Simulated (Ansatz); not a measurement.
What does this script print? It uses Ansatz's Python interface.

`bde.py`
```python
# -*- coding: utf-8 -*-
"""Cost of removing each kind of hydrogen from C3H5I, fragments frozen."""

import ansatz


def energy_of(molecule, charge=0, unpaired=0):
    calc = molecule.calculation().basis(gaussian="def2-TZVP").functional("B3LYP", dispersion="d4")
    if charge:
        calc = calc.charge(charge)
    if unpaired:
        calc = calc.spin("collinear", total=unpaired)
    return calc.run(threads=1, backend="cpu").report["free_energy_ev"]

def without(molecule, index):
    rest = ansatz.Crystal.molecule()
    for i, site in enumerate(molecule.cartesian_sites):
        if i != index:
            rest = rest.atom(site.symbol, site.position_ang)
    return rest

system = (
    ansatz.Crystal.molecule()
    .atom("C", [-0.1062, 1.2039, -0.6701])
    .atom("C", [0.4996, 0.1674, -0.235])
    .atom("C", [-0.0114, -1.0106, 0.5491])
    .atom("I", [-1.9563, -1.0144, 1.0887])
    .atom("H", [0.3714, 2.0051, -1.2684])
    .atom("H", [-1.2116, 1.4353, -0.5117])
    .atom("H", [1.5928, 0.1207, -0.471])
    .atom("H", [0.2829, -1.9015, -0.0184])
    .atom("H", [0.6272, -1.0521, 1.5196])
)

whole = energy_of(system, 0)
hydrogen = energy_of(ansatz.Crystal.molecule().atom("H", (0, 0, 0)), 0, 1)
print(f"E(molecule) = {whole:.5f} eV, E(H) = {hydrogen:.5f} eV")
for index in [5, 6, 8]:
    radical = energy_of(without(system, index), 0, 1)
    print(f"H{index}: homolysis {(radical + hydrogen - whole):.3f} eV")
    anion = energy_of(without(system, index), -1)
    print(f"H{index}: loss of a proton {(anion - whole):.3f} eV")
```

`python bde.py` gives:
```text
E(molecule) = -11296.76865 eV, E(H) = -13.66431 eV
H5: homolysis 5.035 eV
H5: loss of a proton 17.815 eV
H6: homolysis 4.825 eV
H6: loss of a proton 17.193 eV
H8: homolysis 4.243 eV
H8: loss of a proton 16.752 eV
```

Total energies depend on the basis set; only differences at equal settings carry meaning. The geometry is a force-field or estimated start, not a minimum of this method, and the basis set is short of its limit. All parts are taken at fixed geometry, without zero-point energy. def2 sets replace the cores of elements past krypton by effective core potentials. b3lyp holds the VWN-RPA fit, as in Gaussian; the form of ORCA and Turbomole is b3lyp5. The spin-orbit lowering of heavy atoms is left out. Anions want diffuse functions, which this basis lacks. Run time: 55 s on 1 thread of Arm Neoverse V1 (shared host), peak memory 0.47 GiB.
